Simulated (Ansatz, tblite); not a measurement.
**The cluster Zn₁₃H₃₀S₁₃: one state, many levels**

One table from this session's results is given with a row withheld; the runs are named, their logs left out.

Program: Ansatz 0.2.0, Gaussian basis. Level of theory: as each input shows. These are calculated values, not measurements.

Plan: GFN1-xTB, GFN2-xTB, PBE-D4/def2-TZVP, r2SCAN-D4/def2-TZVP, r2SCANh-D4/def2-TZVP, PBE-D4/def2-SVP, PBE0-D4/def2-SVP, MP2/def2-SVP.

1 further run of the same task is left out (set aside as unsound or not needed). Runs told in other sessions of the task aren't counted.

## The geometry

The singlet was relaxed beforehand with PBE-D4/def2-SVP.

56 atoms, charge 0, spin multiplicity 1.

Bond lengths: Zn1–S14 2.484 Å, Zn1–S15 2.525 Å, Zn1–S17 2.384 Å, Zn1–H27 1.557 Å, Zn2–S14 2.556 Å, Zn2–S18 2.651 Å, Zn2–H28 1.555 Å, Zn2–H30 1.670 Å, Zn3–S14 2.517 Å, Zn3–S19 2.478 Å, Zn3–H29 1.558 Å, Zn3–H30 1.748 Å, Zn4–S17 2.384 Å, Zn4–S19 2.525 Å, Zn4–S20 2.484 Å, Zn4–H31 1.557 Å, Zn5–S18 2.482 Å, Zn5–S19 2.386 Å and more. Angles: S14–Zn1–S15 90.6°, S14–Zn1–S17 102.7°, S14–Zn1–H27 116.3°, S15–Zn1–S17 93.3°, S15–Zn1–H27 116.2°, S17–Zn1–H27 129.3°, S14–Zn2–S18 80.7°, S14–Zn2–H28 121.7°, S14–Zn2–H30 94.8°, S18–Zn2–H28 114.6°, S18–Zn2–H30 94.7°, H28–Zn2–H30 135.2°, S14–Zn3–S19 100.2°, S14–Zn3–H29 118.3°, S14–Zn3–H30 94.2°, S19–Zn3–H29 120.5°, S19–Zn3–H30 90.6°, H29–Zn3–H30 126.4° and more.

PBE0-D4/def2-TZVP was run before; its log isn't repeated, and its numbers join the tables.

The first run:

Tight binding, by tblite at 300 K electronic temperature and without a spin-polarisation term:

```python
tblite.interface.Calculator('GFN1-xTB', numbers, positions, charge=0, uhf=0).singlepoint()
```

Tight binding, by tblite at 300 K electronic temperature and without a spin-polarisation term:

```python
tblite.interface.Calculator('GFN2-xTB', numbers, positions, charge=0, uhf=0).singlepoint()
```

start.molden holds the orbitals of an earlier run on this state, given as this run's starting guess.

in.yaml

```yaml
crystal:
  periodic: [false, false, false]
  atoms:
    - {symbol: Zn, position_ang: [-2.439060, -2.176609, -0.321044]}
    - {symbol: Zn, position_ang: [-3.111518, 1.578596, -3.326412]}
    - {symbol: Zn, position_ang: [-4.686633, 0.850120, -1.231845]}
    - {symbol: Zn, position_ang: [-2.175482, 0.324589, 2.439799]}
    - {symbol: Zn, position_ang: [-2.488399, 3.495906, -0.635349]}
    - {symbol: Zn, position_ang: [0.633462, -2.489397, -3.495059]}
    - {symbol: Zn, position_ang: [1.232259, -4.686889, -0.849555]}
    - {symbol: Zn, position_ang: [0.324202, -2.438203, 2.178431]}
    - {symbol: Zn, position_ang: [3.326066, -3.111250, -1.580158]}
    - {symbol: Zn, position_ang: [0.478343, 0.478262, -0.479001]}
    - {symbol: Zn, position_ang: [1.581799, 3.328661, 3.107421]}
    - {symbol: Zn, position_ang: [3.497184, 0.636547, 2.486719]}
    - {symbol: Zn, position_ang: [0.852729, 1.236100, 4.684807]}
    - {symbol: S, position_ang: [-3.032760, -0.743360, -2.260723]}
    - {symbol: S, position_ang: [-0.675222, -3.349978, -1.695475]}
    - {symbol: S, position_ang: [-0.647887, -0.490463, -4.545170]}
    - {symbol: S, position_ang: [-0.842849, -0.843136, 0.844549]}
    - {symbol: S, position_ang: [-0.981200, 1.890245, -1.780375]}
    - {symbol: S, position_ang: [-3.349046, 1.697293, 0.674654]}
    - {symbol: S, position_ang: [-0.740792, 2.264119, 3.030595]}
    - {symbol: S, position_ang: [-0.488124, 4.546370, 0.643305]}
    - {symbol: S, position_ang: [1.779452, -0.981233, -1.891218]}
    - {symbol: S, position_ang: [2.261766, -3.032390, 0.742839]}
    - {symbol: S, position_ang: [1.698540, -0.672457, 3.348742]}
    - {symbol: S, position_ang: [4.546156, -0.647336, 0.489264]}
    - {symbol: S, position_ang: [1.891800, 1.780180, 0.978387]}
    - {symbol: H, position_ang: [-3.577926, -3.073305, 0.247685]}
    - {symbol: H, position_ang: [-2.845615, 1.791033, -4.843613]}
    - {symbol: H, position_ang: [-6.148781, 0.358779, -1.014175]}
    - {symbol: H, position_ang: [-4.183590, 2.208312, -2.211186]}
    - {symbol: H, position_ang: [-3.071628, -0.242436, 3.579956]}
    - {symbol: H, position_ang: [-3.178191, 4.714536, -1.327365]}
    - {symbol: H, position_ang: [1.324860, -3.179022, -4.714131]}
    - {symbol: H, position_ang: [1.015496, -6.149147, -0.358065]}
    - {symbol: H, position_ang: [2.210487, -4.183664, -2.208551]}
    - {symbol: H, position_ang: [-0.243610, -3.576198, 3.076832]}
    - {symbol: H, position_ang: [4.843209, -2.845325, -1.793573]}
    - {symbol: H, position_ang: [1.794176, 4.845580, 2.840401]}
    - {symbol: H, position_ang: [4.716654, 1.328888, 3.174597]}
    - {symbol: H, position_ang: [0.361356, 1.020085, 6.147225]}
    - {symbol: H, position_ang: [2.211286, 2.214209, 4.180346]}
    - {symbol: H, position_ang: [-4.083115, -1.471526, -2.732827]}
    - {symbol: H, position_ang: [-1.344039, -4.378590, -2.285247]}
    - {symbol: H, position_ang: [-1.706599, -1.102512, -5.142425]}
    - {symbol: H, position_ang: [0.120566, -0.605926, -5.673092]}
    - {symbol: H, position_ang: [-0.173125, 2.658730, -2.560247]}
    - {symbol: H, position_ang: [-4.377433, 2.287743, 1.343217]}
    - {symbol: H, position_ang: [-1.468986, 2.737921, 4.080173]}
    - {symbol: H, position_ang: [-1.098518, 5.146546, 1.701397]}
    - {symbol: H, position_ang: [-0.602166, 5.673132, -0.126983]}
    - {symbol: H, position_ang: [2.558262, -0.173113, -2.660751]}
    - {symbol: H, position_ang: [2.735127, -4.082118, 1.471108]}
    - {symbol: H, position_ang: [2.288714, -1.339984, 4.377956]}
    - {symbol: H, position_ang: [5.143273, -1.705762, 1.101926]}
    - {symbol: H, position_ang: [5.674795, 0.120172, 0.602302]}
    - {symbol: H, position_ang: [2.660248, 2.558714, 0.168989]}
basis:
  gaussian: {orbitals: def2-TZVP, fitting: {mean_field: def2-universal-jkfit}, initial_orbitals: start.molden}
hamiltonian: {xc: pbe, dispersion: d4}
scf: {omitted_lower_state_checks: [starts]}
output: {forces: true, orbitals: {seedname: orbitals}}
```

Launch:

```console
> ansatz run in.yaml --threads 11 --pin off --events-out ev --progress --plain --max-ram 166912MiB --backend cuda --devices 0, --max-vram 75GiB
```

Steps of the session up to this table: PBE-D4/def2-TZVP; r2SCAN-D4/def2-TZVP; r2SCANh-D4/def2-TZVP; PBE-D4/def2-SVP; PBE0-D4/def2-SVP; MP2/def2-SVP.

One of the session's tables, all rows but one given; the rest of the session is left out.

It belongs to the step «Binding energy». 

| level | binding an atom (eV) |
| --- | --- |
| HF/def2-SVP | 1.642 |
| PBE-D4/def2-SVP | ? |
| PBE-D4/def2-TZVP | 2.345 |
| r2SCAN-D4/def2-TZVP | 2.406 |
| r2SCANh-D4/def2-TZVP | 2.395 |
| PBE0-D4/def2-SVP | 2.416 |
| PBE0-D4/def2-TZVP | 2.347 |
| MP2/def2-SVP | 2.196 |

Estimate the missing values for PBE-D4/def2-SVP.

As computed: binding an atom (eV): 2.430. In the column «binding an atom (eV)» it is the highest.

Limits of these values: Free atoms were run apart at each level; binding is atoms less cluster, divided by the number of atoms, without zero-point or spin-orbit terms.
